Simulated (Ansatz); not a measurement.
# C3H7BF2O: how energies converge with the basis set

How large a basis does C3H7BF2O need? Two functionals are run in growing sets.

Computed with Ansatz 0.2.0, Gaussian basis. Level: one geometry, several basis sets.

The runs, in order: PBE0-D4/def2-SVP; ωB97M-V/def2-SVP; PBE0-D4/def2-QZVPP; ωB97M-V/def2-QZVPP; the functionals' def2-TZVPP values are taken from earlier runs.

## 1. Structure used throughout

All runs share one geometry, relaxed beforehand with PBE0-D4 in a triple-zeta def2 set.

SMILES `CC(C)OB(F)F`, 14 atoms, charge 0, spin multiplicity 1.

Atoms are counted from 1 here; the program's logs count them from 0.

Bond lengths: C1–C2 1.512 Å, C1–H8 1.092 Å, C1–H9 1.092 Å, C1–H10 1.092 Å, C2–C3 1.512 Å, C2–O4 1.434 Å, C2–H11 1.095 Å, C3–H12 1.092 Å, C3–H13 1.092 Å, C3–H14 1.092 Å, O4–B5 1.336 Å, B5–F6 1.322 Å, B5–F7 1.330 Å. Angles: C2–C1–H8 110.3°, C2–C1–H9 110.3°, C2–C1–H10 110.9°, H8–C1–H9 108.5°, H8–C1–H10 108.3°, H9–C1–H10 108.5°, C1–C2–C3 112.9°, C1–C2–O4 108.1°, C1–C2–H11 109.5°, C3–C2–O4 108.0°, C3–C2–H11 109.5°, O4–C2–H11 108.7°, C2–C3–H12 110.3°, C2–C3–H13 110.3°, C2–C3–H14 110.9°, H12–C3–H13 108.5°, H12–C3–H14 108.5°, H13–C3–H14 108.3° and more.

## 2. PBE0-D4 in def2-SVP

Contents of in.yaml:

```yaml
crystal:
  periodic: [false, false, false]
  atoms:
    - {symbol: C, position_ang: [-1.375291, -0.614398, -0.503880]}
    - {symbol: C, position_ang: [-0.120491, -0.163992, 0.209000]}
    - {symbol: C, position_ang: [0.912015, -1.261405, 0.331996]}
    - {symbol: O, position_ang: [0.459179, 0.909026, -0.546158]}
    - {symbol: B, position_ang: [0.622657, 2.141685, -0.057307]}
    - {symbol: F, position_ang: [1.165207, 3.074460, -0.821259]}
    - {symbol: F, position_ang: [0.264862, 2.490360, 1.174940]}
    - {symbol: H, position_ang: [-1.845346, -1.435978, 0.040616]}
    - {symbol: H, position_ang: [-1.135394, -0.958554, -1.512426]}
    - {symbol: H, position_ang: [-2.095189, 0.202579, -0.579728]}
    - {symbol: H, position_ang: [-0.379229, 0.208783, 1.205429]}
    - {symbol: H, position_ang: [1.203212, -1.620528, -0.657648]}
    - {symbol: H, position_ang: [0.505762, -2.100801, 0.900149]}
    - {symbol: H, position_ang: [1.805246, -0.900537, 0.845175]}
basis:
  gaussian: {orbitals: def2-SVP}
hamiltonian: {xc: pbe0, dispersion: d4}
output: {orbitals: {seedname: orbitals}}
```

Run with:

```bash
$ ansatz run in.yaml --threads 4 --pin off --events-out ev --progress --plain --max-ram 11315MiB
```

After this run come: ωB97M-V in def2-SVP; PBE0-D4 in def2-QZVPP; ωB97M-V in def2-QZVPP.

Q: Predict the results of all the runs planned. Wanted: PBE0-D4: double and triple zeta above quadruple; ωB97M-V: double and triple zeta above quadruple.

As calculated:

| quantity | value |
| --- | --- |
| PBE0-D4: double and triple zeta above quadruple | 13.87, 0.62 eV |
| ωB97M-V: double and triple zeta above quadruple | 14.24, 0.59 eV |

PBE0-D4 gains 13.25 eV from double to triple zeta, then 0.62 eV more. These are total energies; as a rule much of such shifts cancels in differences, which this series doesn't test. The LUMO of ωB97M-V is positive and keeps falling with the basis (3.11 to 1.67 eV): an unbound level that the basis holds in place.
